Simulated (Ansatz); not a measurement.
The system is CsLiCr2Te2S3.

```
CELL_PARAMETERS angstrom
7.05684 0.00000 0.00788
0.00000 3.98060 0.00000
-2.68302 0.00000 8.67869
ATOMIC_POSITIONS crystal
Cs 0.07739 0.00000 0.37706
Li 0.86424 0.50000 0.78883
Cr 0.12646 0.00000 0.94616
Cr 0.59290 0.50000 0.97165
Te 0.50838 0.00000 0.15270
Te 0.55612 0.00000 0.74893
S 0.87426 0.00000 0.68502
S 0.25176 0.50000 0.84402
S 0.96294 0.50000 0.05357
```

The cell was built by a generator and needn't be a form met in nature.

Base run:

```yaml
Program: Ansatz 0.2.0
Functional: PBE
Potentials_or_basis: Ansatz PAW
Cutoff: "420 eV (not typed: the program's choice for these potentials)"
k_mesh: 4 × 7 × 3
Occupations: fermi-dirac, width 0.05 eV
Spin: collinear spin, ferromagnetic start
Starting_moments: "[0.0, 0.0, 3.0, 3.0, 0.0, 0.0, 0.0, 0.0, 0.0] μB"
```

Its results: band gap on the k mesh 0.48 eV, indirect (least direct gap 0.77 eV); pressure 0.0 GPa; net moment 6.00 μB per cell; site moments Cs +0.00; Li +0.00; Cr +2.89, +2.69; Te -0.13, -0.04; S -0.03, -0.10, -0.05 μB; largest force 0.009 eV/Å.

Problem. The run is repeated on the same cell with these changes: functional from PBE to PBEsol. What comes out?

Solution. Band gap on the k mesh 0.43 eV, indirect (least direct gap 0.72 eV); pressure -2.2 GPa; net moment 6.00 μB per cell; site moments Cs +0.00; Li +0.00; Cr +2.90, +2.69; Te -0.13, -0.04; S -0.03, -0.11, -0.05 μB; largest force 0.327 eV/Å.

PBEsol binds more tightly than PBE, so the same cell stands under less pressure.

Caveats: spin-orbit coupling is left out, which moves the levels of the heavy elements; only a ferromagnetic start was run, and an antiferromagnetic order may lie lower in energy; odd divisions of the mesh miss points on the zone boundary, where band edges often lie, so the gap on the mesh can be too wide (some runs); the PAW data sets come from PBE, with cores solved anew for the run's functional, which leaves a small shift of forces and pressure (some runs).
